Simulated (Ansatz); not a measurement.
# C₂H₄BNO: reading failed and doubtful runs

3 inputs were typed for C₂H₄BNO. Each is run as it stands; the log then has to tell whether the result can be used.

The runs use Ansatz 0.2.0, Gaussian basis; the settings change from run to run.

## (1) The relaxed structure

The geometry comes from an earlier relaxation with PBE0-D4 in a triple-zeta def2 set; it is a stationary point, not always the lowest conformer.

SMILES `N=C1BCO1`, 9 atoms, charge 0, spin multiplicity 1.

Atoms are counted from 1 here; the program's logs count them from 0.

Bond lengths: N1–C2 1.258 Å, N1–H6 1.016 Å, C2–B3 1.584 Å, C2–O5 1.378 Å, B3–C4 1.567 Å, B3–H7 1.188 Å, C4–O5 1.463 Å, C4–H8 1.095 Å, C4–H9 1.095 Å. Angles: C2–N1–H6 109.6°, N1–C2–B3 145.5°, N1–C2–O5 122.5°, B3–C2–O5 92.0°, C2–B3–C4 83.4°, C2–B3–H7 138.0°, C4–B3–H7 138.6°, B3–C4–O5 89.6°, B3–C4–H8 117.6°, B3–C4–H9 117.6°, O5–C4–H8 111.0°, O5–C4–H9 111.0°, H8–C4–H9 108.6°, C2–O5–C4 95.0°.

## (2) Attempt 1

Input file in.yaml:

```yaml
crystal:
  periodic: [false, false, false]
  atoms:
    - {symbol: N, position_ang: [0.814599, 1.980707, 0.219013]}
    - {symbol: C, position_ang: [0.355623, 0.812122, 0.137039]}
    - {symbol: B, position_ang: [-0.325170, -0.259051, -0.810993]}
    - {symbol: C, position_ang: [-0.278327, -1.157688, 0.471738]}
    - {symbol: O, position_ang: [0.349688, -0.058301, 1.205318]}
    - {symbol: H, position_ang: [0.721356, 2.448128, -0.678797]}
    - {symbol: H, position_ang: [-0.688917, -0.335512, -1.939587]}
    - {symbol: H, position_ang: [0.372311, -2.037672, 0.450878]}
    - {symbol: H, position_ang: [-1.232562, -1.439235, 0.928192]}
basis:
  gaussian: {orbitals: def2-TZVPD}
hamiltonian: {xc: {name: B2PLYP}, dispersion: rvv10}
output: {forces: true}
```

Launch:

```sh
$ ansatz run in.yaml --threads 2 --pin off --events-out ev --progress --plain --max-ram 4352MiB
```

Log:

```text
Error: invalid value for `hamiltonian.dispersion`: this functional's text states its nonlocal part
```

Wall time 0.05 s (2 threads of Arm Neoverse V2, shared host).

What is wrong: Refused before any calculation. The dispersion term doesn't go with the functional. Fix: leave the dispersion key out, or pick one that has parameters for this functional.

## (3) Attempt 2

Input file in.yaml:

```yaml
crystal:
  periodic: [false, false, false]
  atoms:
    - {symbol: N, position_ang: [1.792117, 4.357556, 0.481829]}
    - {symbol: C, position_ang: [0.782371, 1.786669, 0.301485]}
    - {symbol: B, position_ang: [-0.715375, -0.569913, -1.784185]}
    - {symbol: C, position_ang: [-0.612319, -2.546913, 1.037823]}
    - {symbol: O, position_ang: [0.769314, -0.128261, 2.651699]}
    - {symbol: H, position_ang: [1.586983, 5.385882, -1.493352]}
    - {symbol: H, position_ang: [-1.515618, -0.738127, -4.267091]}
    - {symbol: H, position_ang: [0.819084, -4.482879, 0.991931]}
    - {symbol: H, position_ang: [-2.711637, -3.166317, 2.042023]}
basis:
  gaussian: {orbitals: aug-cc-pVDZ, point_charges: [{charge: 1.00, position_ang: [4.487, -0.515, 0.799]}]}
hamiltonian: {xc: {name: B97}}
output: {forces: true}
```

The command is unchanged.

Log, cut to the lines that bear on the results:

```text
Functional definition: B97
  name "B97"
  cite "Becke, J. Chem. Phys. 107, 8554 (1997) doi:10.1063/1.475007"
[...]
      + integral(e_c_pw_opposite_spin*poly(b97_u_opposite, cos0, cos1, cos2))
1306 factors; their error is unknown
[...]
mean field -6306.95980212 eV, -231.7764977171 hartree, gradient 4.0e-6 eV, S^2 0.000000; 10 other end points of the search recorded, 0 dependent functions left out
[...]
reference -6306.95988040 eV, -231.7765005938 hartree; 18, 18 occupied and 133, 133 virtual orbitals, 1306 factors
Total energy: -6306.95988040 eV, -231.7765005938 hartree
Atom 0 at     1.792117     4.357556     0.481829 Å, force    -1.032258    -0.971259    -2.425476 eV/Å
Atom 1 at     0.782371     1.786669     0.301485 Å, force     0.589955     1.339315     0.818093 eV/Å
Atom 2 at    -0.715375    -0.569913    -1.784185 Å, force    -0.441109     0.017928    -1.346899 eV/Å
Atom 3 at    -0.612319    -2.546913     1.037823 Å, force    -0.415406    -1.682602     0.836503 eV/Å
Atom 4 at     0.769314    -0.128261     2.651699 Å, force     0.140420     0.274367    -1.323072 eV/Å
Atom 5 at     1.586983     5.385882    -1.493352 Å, force     0.230831    -1.370713     2.361902 eV/Å
Atom 6 at    -1.515618    -0.738127    -4.267091 Å, force     0.513439     0.082185     1.638095 eV/Å
Atom 7 at     0.819084    -4.482879     0.991931 Å, force    -1.380235     1.754519     0.121123 eV/Å
Atom 8 at    -2.711637    -3.166317     2.042023 Å, force     2.025881     0.495276    -0.891385 eV/Å
Dipole moment:    -0.897364    -0.100224    -1.276320 e Å
```

Run time: 29 s. Hardware: 2 threads of Arm Neoverse V2, shared host.

Diagnosis: It ended without an error, which proves nothing about the input. The geometry is stretched to more than twice its size. The shortest distance is 2.24 Å (N1–H6), against 1.02 Å in the relaxed molecule. Its energy is no property of the relaxed molecule. Fix: use the relaxed coordinates, and remove the point charge.

## (4) Attempt 3

Input file in.yaml:

```yaml
crystal:
  periodic: [false, false, false]
  atoms:
    - {symbol: N, position_ang: [0.814599, 1.980707, 0.219013]}
    - {symbol: C, position_ang: [0.355623, 0.812122, 0.137039]}
    - {symbol: B, position_ang: [-0.325170, -0.259051, -0.810993]}
    - {symbol: C, position_ang: [-0.278327, -1.157688, 0.471738]}
    - {symbol: O, position_ang: [0.349688, -0.058301, 1.205318]}
    - {symbol: H, position_ang: [0.721356, 2.448128, -0.678797]}
    - {symbol: H, position_ang: [-0.688917, -0.335512, -1.939587]}
    - {symbol: H, position_ang: [0.372311, -2.037672, 0.450878]}
    - {symbol: H, position_ang: [-1.232562, -1.439235, 0.928192]}
basis:
  gaussian: {orbitals: "6-31++G**", point_charges: [{charge: 2.00, position_ang: [4.695, -0.996, 0.717]}]}
magnetization: {spin_polarized: true, initial_magnetization: 2}
hamiltonian: {xc: {name: PBE1PBE}}
```

The command is unchanged.

Log:

```text
Error: YAML parse error: error: line 16 column 19: hamiltonian.xc: no functional is named "PBE1PBE"; the names, which are not case-sensitive, are SVWN5, SPW92, PBE, PBE0, PBEsol, revPBE, revPBE0, RPBE, rPW86-PBE, HSE06, wPBEh, LC-wPBE, HISS, HF, BLYP, B3LYP, B3LYP5, BHLYP, CAM-B3LYP, r2SCAN, r2SCANh, r2SCAN0, r2SCAN50, m-r2SCAN, B97, wB97, wB97X, wB97X-V, B97M-V, wB97M-V, B2PLYP, B2GP-PLYP, PBE0-DH, PBE-QIDH
  --> <input>:16:19
   |
14 |   gaussian: {orbitals: "6-31++G**", point_charges: [{charge: 2.00, position_ang: [4…
15 | magnetization: {spin_polarized: true, initial_magnetization: 2}
16 | hamiltonian: {xc: {name: PBE1PBE}}
   |                   ^ hamiltonian.xc: no functional is named "PBE1PBE"; the names, which are not case-sensitive, are SVWN5, SPW92, PBE, PBE0, PBEsol, revPBE, revPBE0, RPBE, rPW86-PBE, HSE06, wPBEh, LC-wPBE, HISS, HF, BLYP, B3LYP, B3LYP5, BHLYP, CAM-B3LYP, r2SCAN, r2SCANh, r2SCAN0, r2SCAN50, m-r2SCAN, B97, wB97, wB97X, wB97X-V, B97M-V, wB97M-V, B2PLYP, B2GP-PLYP, PBE0-DH, PBE-QIDH
```

Wall time 0.05 s (2 threads of Arm Neoverse V2, shared host).

Diagnosis: The program refused the input. The method's name isn't one that the program takes here. It also asks for charge 0 and multiplicity 3, another species or state than the molecule above. Cure: name a functional that the program knows, and remove the point charge, and set charge and spin to those of the species named.

## (5) How the tries ended

| attempt | level | ended | cause | time |
| --- | --- | --- | --- | --- |
| 1 | B2PLYP/def2-TZVPD | refused | the dispersion term doesn't go with the functional | 0.05 s |
| 2 | B97/aug-cc-pVDZ | converged | the geometry is stretched to more than twice its size | 29 s |
| 3 | PBE1PBE/6-31++G** | refused | the method's name isn't one that the program takes here | 0.05 s |

**Reading.** 2 refused, 1 converged. A refusal costs next to no computing time. The dangerous case is the input that converges on a wrong geometry, charge, spin, basis or grid: often only a look at the input shows it.
